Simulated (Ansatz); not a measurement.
# HfCl (doublet): RPA-PBE over vertical spin and charge gaps, def2-TZVPP

How well do these functionals follow the top wave-function level for HfCl (doublet) over vertical spin and charge gaps?

The runs use Ansatz 0.2.0, Gaussian basis; def2-TZVPP, all electrons in the functionals, frozen cores in the correlation of double hybrids and RPA.

Plan: RPA-PBE, at charge 0, doublet; charge 0, quartet; charge 1, singlet; charge 1, triplet.

11 further runs of the same task are left out: 8 for a known fault of the program, 3 set aside as unsound or not needed.

## (1) The system

The geometry is a PBE0/def2-TZVP stationary point (not a proven minimum). No spin-orbit coupling is included. Elements past krypton take def2 core potentials.

2 atoms, charge 0, spin multiplicity 2.

Atoms are counted from 1 here; the program's logs count them from 0.

Bond lengths: Hf1–Cl2 2.304 Å.

No dispersion term is added.

The geometry shown and the zero of energy belong to the point charge 0, doublet. The yardstick, UCCSD(T), and other wave-function levels (R restricted, U unrestricted, valence and pair active spaces) come from earlier runs.

## (2) RPA-PBE, charge 0, doublet

in.yaml

```yaml
crystal:
  periodic: [false, false, false]
  atoms:
    - {symbol: Hf, position_ang: [0.000000, 0.000000, 0.000000]}
    - {symbol: Cl, position_ang: [0.000000, 0.000000, 2.304299]}
basis:
  gaussian: {orbitals: def2-TZVPP}
magnetization: {spin_polarized: true, initial_magnetization: 1}
hamiltonian: {xc: {name: PBE}}
correlation: {method: rpa, electrons: outside_noble_gas}
```

Launch:

```
$ ansatz run in.yaml --threads 2 --pin off --events-out ev --progress --plain --max-ram 16896MiB --backend cuda --devices 0, --max-vram 18GiB
```

Output:

```text
Functional definition: PBE
  name "PBE"
  cite "Perdew, Burke & Ernzerhof, Phys. Rev. Lett. 77, 3865 (1996) doi:10.1103/PhysRevLett.77.3865"
  parent pbe
  parameter kappa = 0.804
  parameter beta = 0.06672455060314922
  exchange = pbe_x(kappa = kappa, mu = beta*pi^2/3)
  correlation = pbe_c(beta = beta)
614 factors; integrals over basis functions are off by at most 8.6e-4 eV
mean field evaluation 1: about -13822.9275 eV, gradient 1.3e1 eV
mean field evaluation 2: about -13822.9216 eV, gradient 1.3e1 eV
mean field evaluation 4: about -13823.8223 eV, gradient 2.7e0 eV
mean field evaluation 8: about -13823.8695 eV, gradient 5.5e-1 eV
mean field evaluation 16: about -13823.8723 eV, gradient 5.8e-4 eV
mean field evaluation 32: about -13823.8723 eV, gradient 8.7e-7 eV
mean field evaluation 64: about -13823.5960 eV, gradient 2.2e-1 eV
mean field evaluation 96: about -13822.1995 eV, gradient 6.3e0 eV
mean field evaluation 128: about -13823.8544 eV, gradient 2.6e-1 eV
mean field evaluation 160: about -13823.7786 eV, gradient 7.8e-1 eV
mean field evaluation 192: about -13822.4769 eV, gradient 8.8e-1 eV
mean field -13823.87234218 eV, -508.0179384181 hartree, gradient 2.7e-6 eV, S^2 0.797111; 9 other end points of the search recorded, 0 dependent functions left out
9 core orbitals not correlated: weight in the atoms' cores, before any rotation towards them, 0.997 or more for the frozen orbitals, at most 0.002 for the correlated occupied ones
reference -13794.97138178 eV, -506.9558477128 hartree; 6, 5 occupied and 83, 84 virtual orbitals, 614 factors
Total energy: -13807.55258494 eV, -507.4181984012 hartree
```

Wall time 13 s (1 × H100 (card shared with other runs) with 2 threads of AMD EPYC 7R13, shared host); peak host memory 0.91 GiB.

From the report: ⟨S²⟩ of the determinant 0.797 (pure doublet: 0.75).

## (3) RPA-PBE, charge 0, quartet

Edit in.yaml of step 2 so:

```diff
@@ -7,3 +7,3 @@
   gaussian: {orbitals: def2-TZVPP}
-magnetization: {spin_polarized: true, initial_magnetization: 1}
+magnetization: {spin_polarized: true, initial_magnetization: 3}
 hamiltonian: {xc: {name: PBE}}
```

The command is unchanged.

Output (excerpt; [...] marks lines left out):

```text
Functional definition: PBE
  name "PBE"
  cite "Perdew, Burke & Ernzerhof, Phys. Rev. Lett. 77, 3865 (1996) doi:10.1103/PhysRevLett.77.3865"
  parent pbe
[...]
614 factors; integrals over basis functions are off by at most 8.6e-4 eV
[...]
mean field -13823.22956634 eV, -507.9943168414 hartree, gradient 2.3e-6 eV, S^2 3.753505; 14 other end points of the search recorded, 0 dependent functions left out
9 core orbitals not correlated: weight in the atoms' cores, before any rotation towards them, 0.996 or more for the frozen orbitals, at most 0.003 for the correlated occupied ones
reference -13794.75242714 eV, -506.9478012784 hartree; 7, 4 occupied and 82, 85 virtual orbitals, 614 factors
Total energy: -13806.60505611 eV, -507.3833773589 hartree
```

It took 9 s on 1 × H100 (card shared with other runs) with 2 threads of AMD EPYC 7R13, shared host; peak host memory 0.91 GiB.

From the report: ⟨S²⟩ of the determinant 3.754 (pure quartet: 3.75).

From charge 0, doublet: +91.4 kJ/mol.

## (4) RPA-PBE, charge 1, singlet

Edit in.yaml of step 3 so:

```diff
@@ -7,3 +7,4 @@
   gaussian: {orbitals: def2-TZVPP}
-magnetization: {spin_polarized: true, initial_magnetization: 3}
+total_charge: 1
+magnetization: {spin_polarized: true, initial_magnetization: 0}
 hamiltonian: {xc: {name: PBE}}
```

Launch:

```
$ ansatz run in.yaml --threads 1 --pin off --events-out ev --progress --plain --max-ram 2816MiB --backend cpu
```

Output (excerpt; [...] marks lines left out):

```text
Functional definition: PBE
  name "PBE"
  cite "Perdew, Burke & Ernzerhof, Phys. Rev. Lett. 77, 3865 (1996) doi:10.1103/PhysRevLett.77.3865"
  parent pbe
[...]
614 factors; integrals over basis functions are off by at most 8.6e-4 eV
[...]
mean field -13817.07797704 eV, -507.7682501045 hartree, gradient 6.9e-6 eV, S^2 0.755488; 13 other end points of the search recorded, 0 dependent functions left out
9 core orbitals not correlated: weight in the atoms' cores, before any rotation towards them, 0.998 or more for the frozen orbitals, at most 0.001 for the correlated occupied ones
reference -13788.68635266 eV, -506.7248771528 hartree; 5, 5 occupied and 84, 84 virtual orbitals, 614 factors
Total energy: -13800.36390404 eV, -507.1540192509 hartree
```

It took 24 s on 1 thread of AMD EPYC 7R13, shared host; peak memory 0.25 GiB.

From the report: ⟨S²⟩ of the determinant 0.755 (pure singlet: 0.00). The determinant is far from a pure spin state, so its energy mixes those of several spin states (harmless only where they are near-degenerate, as at dissociation).

From charge 0, doublet: +693.6 kJ/mol.

## (5) RPA-PBE, charge 1, triplet

Edit in.yaml of step 4 so:

```diff
@@ -8,3 +8,3 @@
 total_charge: 1
-magnetization: {spin_polarized: true, initial_magnetization: 0}
+magnetization: {spin_polarized: true, initial_magnetization: 2}
 hamiltonian: {xc: {name: PBE}}
```

Launch:

```
$ ansatz run in.yaml --threads 2 --pin off --events-out ev --progress --plain --max-ram 16896MiB --backend cuda --devices 0, --max-vram 18GiB
```

Output (excerpt; [...] marks lines left out):

```text
Functional definition: PBE
  name "PBE"
  cite "Perdew, Burke & Ernzerhof, Phys. Rev. Lett. 77, 3865 (1996) doi:10.1103/PhysRevLett.77.3865"
  parent pbe
[...]
614 factors; integrals over basis functions are off by at most 8.6e-4 eV
[...]
mean field -13816.96071388 eV, -507.7639407626 hartree, gradient 5.2e-6 eV, S^2 2.005106; 9 other end points of the search recorded, 0 dependent functions left out
9 core orbitals not correlated: weight in the atoms' cores, before any rotation towards them, 0.998 or more for the frozen orbitals, at most 0.002 for the correlated occupied ones
reference -13788.94015298 eV, -506.7342041427 hartree; 6, 4 occupied and 83, 85 virtual orbitals, 614 factors
Total energy: -13800.25671009 eV, -507.1500799457 hartree
```

It took 7 s on 1 × H100 (card shared with other runs) with 2 threads of AMD EPYC 7R13, shared host; peak host memory 0.91 GiB.

From the report: ⟨S²⟩ of the determinant 2.005 (pure triplet: 2.00).

From charge 0, doublet: +703.9 kJ/mol.

## (6) The comparison

No level is safe as a reference over these points; UCCSD(T) serves as a yardstick only. It comes from earlier runs at the same points. Energies in kJ/mol, counted from charge 0, doublet; blanks weren't run or aren't comparable.

```tsv
level	doublet to quartet	ionisation to the singlet cation	ionisation to the triplet cation
UCCSD(T)	101.7	671.0	680.6
RPA-PBE	91.4	693.6	703.9
```

Largest miss and mean time a point (UCCSD(T) took 40 s a point; shared hosts):

```tsv
level	largest miss (kJ/mol)	where	time a point
RPA-PBE	+23.4	ionisation to the triplet cation	13 s
```

## (7) Summary of results

| quantity | value |
| --- | --- |
| doublet to quartet, UCCSD(T) | 101.7 kJ/mol |
| ionisation to the singlet cation, UCCSD(T) | 671.0 kJ/mol |
| ionisation to the triplet cation, UCCSD(T) | 680.6 kJ/mol |
| largest miss, RPA-PBE | +23.4 kJ/mol (ionisation to the triplet cation) |

RPA-PBE strays by up to 23.4 kJ/mol, at ionisation to the triplet cation. RPA-PBE clearly breaks the spin symmetry at some points (⟨S²⟩ up to 0.76 above the pure value), so energy there is bought with a mixed spin. Functionals and the yardstick converge differently with the basis, so part of each miss in def2-TZVPP is the basis. The yardstick itself may be off where one determinant is a poor start.
